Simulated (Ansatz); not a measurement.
# Li3B4H16: the cost of one run

Method: DFT LDA, plane waves, PAW, scalar-relativistic, no spin polarisation, in Ansatz 0.2.0.

### 1 Starting point

The cell holds 23 atoms (B4H16Li3): a = 7.090 Å, b = 4.425 Å, c = 6.753 Å, α = 90.00°, β = 90.00°, γ = 90.00°.

The coordinates stand in the first input below.

### 2 Run 1

400 steps of 0.75 fs under a Nosé-Hoover thermostat at 700 K.

Input file input.yaml:

```yaml
crystal:
  lattice:
    - [7.089813, 0.0, 0.0]
    - [0.0, 4.424797, 0.0]
    - [0.0, 0.0, 6.752779]
  atoms:
    - { symbol: Li, position: [0.1597591, 0.25, 0.1090878] }
    - { symbol: Li, position: [0.8402409, 0.75, 0.8909122] }
    - { symbol: Li, position: [0.3402409, 0.75, 0.6090878] }
    - { symbol: B, position: [0.3034646, 0.25, 0.4282952] }
    - { symbol: B, position: [0.6965354, 0.75, 0.5717048] }
    - { symbol: B, position: [0.1965354, 0.75, 0.9282952] }
    - { symbol: B, position: [0.8034646, 0.25, 0.0717048] }
    - { symbol: H, position: [0.3009843, 0.5252593, 0.9274053] }
    - { symbol: H, position: [0.6990157, 0.0252593, 0.0725947] }
    - { symbol: H, position: [0.1990157, 0.4747407, 0.4274053] }
    - { symbol: H, position: [0.8009843, 0.9747407, 0.5725947] }
    - { symbol: H, position: [0.6990157, 0.4747407, 0.0725947] }
    - { symbol: H, position: [0.3009843, 0.9747407, 0.9274053] }
    - { symbol: H, position: [0.8009843, 0.5252593, 0.5725947] }
    - { symbol: H, position: [0.1990157, 0.0252593, 0.4274053] }
    - { symbol: H, position: [0.9081841, 0.25, 0.9243783] }
    - { symbol: H, position: [0.0918159, 0.75, 0.0756217] }
    - { symbol: H, position: [0.5918159, 0.75, 0.4243783] }
    - { symbol: H, position: [0.4081841, 0.25, 0.5756217] }
    - { symbol: H, position: [0.3997636, 0.25, 0.2740657] }
    - { symbol: H, position: [0.6002365, 0.75, 0.7259343] }
    - { symbol: H, position: [0.1002364, 0.75, 0.7740657] }
    - { symbol: H, position: [0.8997636, 0.25, 0.2259343] }
total_charge: -1
basis:
  ecutwfc: 420.0
kpoints:
  mp_grid: { grid: [2, 2, 2] }
hamiltonian:
  xc: lda
scf:
  occupations: { method: fermi_dirac, width: 0.05 }
  lower_state_search: "off"
md:
  timestep: 0.75
  n_steps: 400
  ensemble: nvt_nose_hoover
  temperature: 700.0
  initial_velocities: maxwell_boltzmann
  seed: 556186
  nose_hoover: { tau: 100.0, chain_length: 1 }
```

Run with:

```bash
> ansatz run input.yaml --threads 1 --pin off --max-ram 3072MiB --backend cpu --events-out ev --progress --plain --runs-dir out
```

What time and memory should one allow on 1 thread of Arm Neoverse V2, shared host?

About 8.9 min, with a peak of 0.42 GiB.
